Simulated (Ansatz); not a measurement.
**C5H12S (tert-amyl mercaptan) at HF/6-31G(d) (spherical functions)**

Aim: the electronic atomisation energy of C5H12S (tert-amyl mercaptan) at HF/6-31G* (spherical functions), from 4 runs. 

Program for the calculation: Ansatz 0.2.0.

28 further runs of the same task are left out: 28 set aside as unsound or not needed.

## (1) The system as given

C5H12S: 18 atoms, total charge 0, spin state singlet. SMILES: `CCC(C)(C)S`. The shape is that of a PBE0-D4/def2-TZVP optimisation. This is one conformer, not always the lowest.

Some bond lengths: C1–C2 1.517 Å, C2–C3 1.532 Å, C3–C4 1.524 Å, C3–C5 1.521 Å, C3–S6 1.837 Å, C1–H7 1.092 Å, C1–H8 1.092 Å, C1–H9 1.092 Å, C2–H10 1.098 Å, C2–H11 1.094 Å, C4–H12 1.092 Å, C4–H13 1.094 Å, C4–H14 1.093 Å, C5–H15 1.091 Å, C5–H16 1.091 Å, C5–H17 1.095 Å. Some angles: C1–C2–C3 116.5°, C2–C3–C4 108.9°, C2–C3–C5 111.9°, C2–C3–S6 111.3°, C4–C3–C5 109.8°, C4–C3–S6 104.6°, C5–C3–S6 110.0°, C1–C2–H10 109.2°, C1–C2–H11 109.3°, C3–C2–H10 106.9°.

## (2) A single-point energy at HF/6-31G(d) (spherical functions)

File in.yaml:

```yaml
crystal:
  periodic: [false, false, false]
  atoms:
    - {symbol: C, position_ang: [-0.427530, 0.732120, -1.876320]}
    - {symbol: C, position_ang: [0.494570, -0.068410, -0.976560]}
    - {symbol: C, position_ang: [-0.009790, -0.350710, 0.442370]}
    - {symbol: C, position_ang: [1.022400, -1.202040, 1.172790]}
    - {symbol: C, position_ang: [-0.265080, 0.931280, 1.220620]}
    - {symbol: S, position_ang: [-1.527650, -1.384490, 0.417880]}
    - {symbol: H, position_ang: [-1.369300, 0.205920, -2.047740]}
    - {symbol: H, position_ang: [0.038310, 0.891140, -2.851140]}
    - {symbol: H, position_ang: [-0.655620, 1.716620, -1.461320]}
    - {symbol: H, position_ang: [1.450660, 0.461750, -0.875440]}
    - {symbol: H, position_ang: [0.720390, -1.027920, -1.451430]}
    - {symbol: H, position_ang: [0.700830, -1.424700, 2.192160]}
    - {symbol: H, position_ang: [1.972540, -0.662900, 1.222160]}
    - {symbol: H, position_ang: [1.196730, -2.146490, 0.651740]}
    - {symbol: H, position_ang: [-1.047200, 1.538610, 0.761850]}
    - {symbol: H, position_ang: [-0.573100, 0.705230, 2.242560]}
    - {symbol: H, position_ang: [0.649600, 1.532690, 1.259240]}
    - {symbol: H, position_ang: [-2.370770, -0.447710, -0.043420]}
basis:
  gaussian:
    orbitals: 6-31G_st_-spherical.json
hamiltonian:
  xc: hf
accuracy: high
output:
  orbitals: {seedname: orbitals}
```

The basis set 6-31G* is read from a file made from the Basis Set Exchange's data (not shown).

Launch:

```console
$ ansatz run in.yaml --threads 1 --pin off --max-ram 3480MiB --events-out events.jsonl --progress --plain --runs-dir runs
```

What it wrote:

```text
Warning: RAYON_NUM_THREADS=1 ignored (pool sized by the plan → 1); use --threads N
Functional definition: HF
  name "HF"
  exchange = exact_x
  correlation = 0
2907 factors; integrals over basis functions are off by at most 3.9e-9 eV
mean field evaluation 1: about -16155.8125 eV, gradient 3.1e1 eV
mean field evaluation 2: about -16155.8129 eV, gradient 3.1e1 eV
mean field evaluation 4: about -16159.0082 eV, gradient 3.1e0 eV
mean field evaluation 8: about -16159.0411 eV, gradient 1.0e-4 eV
mean field -16159.04112061 eV, -593.8338081911 hartree, gradient 1.7e-8 eV, S^2 0.000000; 0 other end points of the search recorded, 0 dependent functions left out
reference -16159.04112061 eV, -593.8338081911 hartree; 29, 29 occupied and 83, 83 virtual orbitals, 2907 factors
Total energy: -16159.04112061 eV, -593.8338081911 hartree
```

It took 8.4 s on 1 thread of Arm Neoverse V1, shared host; peak memory 0.45 GiB.

## (3) The C atom

File job.yaml:

```yaml
crystal:
  periodic: [false, false, false]
  atoms:
    - {symbol: C, position_ang: [0.000000, 0.000000, 0.000000]}
basis:
  gaussian: {orbitals: 6-31G_st_-spherical.json}
magnetization: {spin_polarized: true, initial_magnetization: 2}
hamiltonian: {xc: hf}
accuracy: high
```

The basis set 6-31G* is read from a file made from the Basis Set Exchange's data (not shown).

Run the same way, it converges to -37.68058 Eh (log not shown).

## (4) The H atom, same level

File input.yaml:

```yaml
crystal:
  periodic: [false, false, false]
  atoms:
    - symbol: H
      position_ang: [0.000000, 0.000000, 0.000000]
basis:
  gaussian:
    orbitals: "6-31G*"
magnetization:
  spin_polarized: true
  initial_magnetization: 1
hamiltonian:
  xc: hf
accuracy: high
```

Launch:

```console
$ ansatz run input.yaml --threads 1 --pin off --max-ram 3480MiB --events-out events.jsonl --progress --plain --runs-dir runs
```

What it wrote:

```text
Warning: RAYON_NUM_THREADS=1 ignored (pool sized by the plan → 1); use --threads N
[... 4 set-up lines as earlier in the session ...]
3 factors; integrals over basis functions are off by at most 5.4e-10 eV
mean field evaluation 1: about -13.5385 eV, gradient 1.4e0 eV
mean field evaluation 2: about -13.5385 eV, gradient 1.4e0 eV
mean field evaluation 4: about -13.5577 eV, gradient 3.5e-5 eV
mean field evaluation 8: about -13.5576 eV, gradient 2.4e-12 eV
mean field -13.55760813 eV, -0.4982329092 hartree, gradient 4.4e-8 eV, S^2 0.750000; 0 other end points of the search recorded, 0 dependent functions left out
reference -13.55760813 eV, -0.4982329092 hartree; 1, 0 occupied and 1, 2 virtual orbitals, 3 factors
Total energy: -13.55760813 eV, -0.4982329092 hartree
```

Wall time 0.04 s (1 thread of Arm Neoverse V1, shared host).

## (5) The S atom, same level

File in.yaml:

```yaml
basis:
  gaussian: {orbitals: 6-31G_st_-spherical.json}
crystal:
  periodic: [false, false, false]
  atoms:
    - {symbol: S, position_ang: [0.000000, 0.000000, 0.000000]}
magnetization: {spin_polarized: true, initial_magnetization: 2}
hamiltonian: {xc: hf}
accuracy: high
```

The basis set 6-31G* is read from a file made from the Basis Set Exchange's data (not shown).

Run the same way, it converges to -397.47464 Eh (log not shown).

## (6) Summary of results

Level: HF/6-31G* (spherical functions).

```
                     quantity          value
       molecule: total energy  -593.83381 Eh
        molecule: HOMO energy       -9.53 eV
        molecule: LUMO energy        4.86 eV
      molecule: HOMO–LUMO gap       14.39 eV
         C atom: total energy   -37.68058 Eh
                 C atom: ⟨S²⟩          2.005
         H atom: total energy    -0.49823 Eh
                 H atom: ⟨S²⟩          0.750
         S atom: total energy  -397.47464 Eh
                 S atom: ⟨S²⟩          2.006
electronic atomisation energy      53.810 eV
```

**Reading.** Taking the molecule apart into free atoms costs 53.81 eV (1241 kcal/mol), before zero-point energy and without spin-orbit coupling. Hartree–Fock lacks the correlation of the bonding pairs, which as a rule makes this value much too low; in minimal bases other errors can mask that.
